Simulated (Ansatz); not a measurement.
# GaH3N: the cost of one run

All numbers below are computed with Ansatz 0.2.0 (UKS PBE-D4/def2-SVP).

## (1) The system as given

Bond lengths: N1–Ga2 1.778 Å, N1–H3 1.010 Å, Ga2–H4 1.562 Å, Ga2–H5 1.538 Å. Angles: N1–Ga2–H4 120.3°, N1–Ga2–H5 117.8°, H4–Ga2–H5 121.9°, Ga2–N1–H3 146.7°.

Structure file:

```xyz
5

N     0.3529   -1.0348    0.5027
Ga   -0.0244    0.5480   -0.2142
H     0.0021   -1.9377    0.7873
H    -1.3091    0.7322   -1.0836
H     0.9785    1.6923    0.0078
```

## (2) End point A

Input file input.yaml:

```yaml
crystal:
  periodic: [false, false, false]
  atoms:
    - { symbol: "N", position_ang: [0.35293, -1.03476, 0.50273] }
    - { symbol: Ga, position_ang: [-0.02439, 0.54801, -0.21425] }
    - { symbol: H, position_ang: [0.00208, -1.93774, 0.78729] }
    - { symbol: H, position_ang: [-1.30908, 0.73217, -1.08362] }
    - { symbol: H, position_ang: [0.97845, 1.69232, 0.00785] }
magnetization:
  spin_polarized: true
  initial_magnetization: 1
basis:
  gaussian: { orbitals: def2-SVP }
hamiltonian:
  xc: pbe
  dispersion: d4
relax:
  f_tol: 0.02
  max_steps: 50
output:
  orbitals: {}
```

Started as:

```bash
ansatz run input.yaml --threads 1 --pin off --max-ram 2048MiB --backend cpu --events-out ev --progress --plain --runs-dir out
```

**Question.** How long does this run take on 1 thread of Arm Neoverse V2, shared host, and how much memory does it need?

About 19 s, with a peak of 0.13 GiB.
